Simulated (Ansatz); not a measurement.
**AlAsH (sextet): the correlation ladder, cc-pVDZ**

The task here is to estimate one member of a computed series from the others.

The runs use Ansatz 0.2.0, Gaussian basis; cc-pVDZ, core rule «outside noble gas», up to 19 orbitals frozen.

Plan: UHF; CCSD(T) on ROHF; CCSD(T) on UHF; BCCD(T) on ROHF; CISD; CCSDT(Q) on ROHF; CCSDT(Q) on UHF.

32 further runs of the same task are left out: 15 for a known fault of the program, 6 that didn't finish, 11 set aside as unsound or not needed.

### What is computed

The geometry is a PBE0/def2-TZVP stationary point (not a proven minimum) of the parent state, kept for this charge and spin. No spin-orbit coupling is included. The filled d shell of As may be among the frozen orbitals whatever the setting's name suggests; the logs give the count.

3 atoms, charge 0, spin multiplicity 6.

Atoms are counted from 1 here; the program's logs count them from 0.

Bond lengths: Al1–As2 2.494 Å, Al1–H3 1.616 Å. Angles: As2–Al1–H3 114.3°.

The first run:

Contents of in.yaml:

```yaml
crystal:
  periodic: [false, false, false]
  atoms:
    - {symbol: Al, position_ang: [0.000000, -0.117481, 1.805728]}
    - {symbol: As, position_ang: [0.000000, 0.024611, -0.684636]}
    - {symbol: H, position_ang: [0.000000, 1.315495, 2.552431]}
basis:
  gaussian: {orbitals: cc-pVDZ}
magnetization: {spin_polarized: true, initial_magnetization: 5}
hamiltonian: {xc: hf}
output: {orbitals: {seedname: orbitals}}
```

Launch:

```bash
> ansatz run in.yaml --threads 1 --pin off --events-out ev --progress --plain --max-ram 2393MiB
```

Steps of the session up to this table: UHF; CCSD(T) on ROHF; CCSD(T) on UHF; BCCD(T) on ROHF; CISD; CCSDT(Q) on ROHF; CCSDT(Q) on UHF.

One table of the session follows, with a row left open; its other results are not shown here.

It belongs to the step «Misses and costs». 

| method | from UCCSDT(Q) (meV) |
| --- | --- |
| ROHF | +3646.2 |
| UHF | +3588.8 |
| RMP2 | +935.0 |
| UMP2 | +905.6 |
| CISD | +267.7 |
| RCCSD | +132.9 |
| UCCSD | +114.0 |
| RCCSD(T) | +48.0 |
| UCCSD(T) | +31.0 |
| BCCD(T) | ? |
| RCCSDT | +20.8 |
| UCCSDT | +4.4 |
| RCCSDT(Q) | +16.6 |
| UCCSDT(Q) | 0 |

Q: Estimate the row for BCCD(T) from the others.

**Answer.** from UCCSDT(Q) (meV): +47.0. In the column «from UCCSDT(Q) (meV)» it lies between UCCSD(T) (+31.0) and RCCSD(T) (+48.0).

Limits of these values: Restricted and unrestricted rows rest on different reference determinants; where their highest levels disagree by more than a few hundredths of an eV, they describe different states and don't form one ladder.
